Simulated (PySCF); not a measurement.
# The bond of NaBe, level by level

What are the lowest state that PBE0 finds, the bond length, vibrational wavenumber and bond energy of NaBe, and how much do these hang on the method?

The runs use PySCF 2.14.0; Na aug-cc-pVDZ, Be aug-cc-pVDZ, no relativity.

1 further run of the same task is left out (it didn't finish).

## (1) Set-up

A driver script around PySCF takes these settings:

```json
{
  "atoms": "Na, Be",
  "charge": "0",
  "basis": "Na aug-cc-pVDZ, Be aug-cc-pVDZ",
  "Hamiltonian": "no relativity",
  "basis functions": "50",
  "electrons treated": "15",
  "masses in u": "22.9898, 9.0122",
  "levels": "PBE0, PBE, r²SCAN, revPBE, B2PLYP, HF, MP2, SCS-MP2, CCSD, CCSD(T)",
  "grid": "80 radial by 434 angular points",
  "occupations": "held fixed by the projection of orbital angular momentum",
  "dissociation limit": "Na + Be, each in its ground configuration",
  "starting distance in angstrom": "2.535",
  "values of 2S to try": "1, 3"
}
```

Started as:

```bash
$ OMP_NUM_THREADS=1 python dia.py task.json out
```

The runs that follow: The PBE0 curve of the state that the search chose; Excited determinants; PBE; r²SCAN; revPBE; B2PLYP; ROHF; MP2 and coupled cluster.

Q: Predict the outcome of this session. Wanted: for each run, Re; ωe; De; μ.

**Answer**, as computed:

Lowest PBE0 solution found, without spin–orbit coupling: ²Σ⁺ (doublet), unpaired electrons σ ↑. State 3 has its PBE0 minimum 2.28 eV higher. The other levels ran on the lowest alone.

| level | Re (Å) | ωe (cm⁻¹) | De (eV) | μ (D) |
| --- | --- | --- | --- | --- |
| ROHF-MP2 | 3.334 | 83.0 | 0.060 | n/a |
| ROHF-SCS-MP2 | 3.412 | 72.9 | 0.044 | n/a |
| PBE | 2.870 | 217.9 | 0.435 | -2.52 |
| revPBE | 2.920 | 209.5 | 0.385 | -2.53 |
| r²SCAN | 2.911 | 216.6 | 0.453 | -2.84 |
| PBE0 | 2.898 | 214.4 | 0.362 | -2.75 |
| B2PLYP | 2.926 | 182.9 | 0.203 | -2.27 |

De is counted to Na + Be in their ground configurations. A positive dipole means Na(−)Be(+). No constants: ROHF (no minimum is bracketed among the points kept); ROHF-CCSD (fits of two degrees disagree); ROHF-CCSD(T) (fits of two degrees disagree).

Bond lengths run from 2.870 Å (PBE) to 3.412 Å (ROHF-SCS-MP2). Among the levels with a De in the table, it runs from 0.044 eV (ROHF-SCS-MP2) to 0.453 eV (r²SCAN).

Correlated steps freeze 1 core orbital. B2PLYP dipoles, levels and charges come from its SCF part alone.
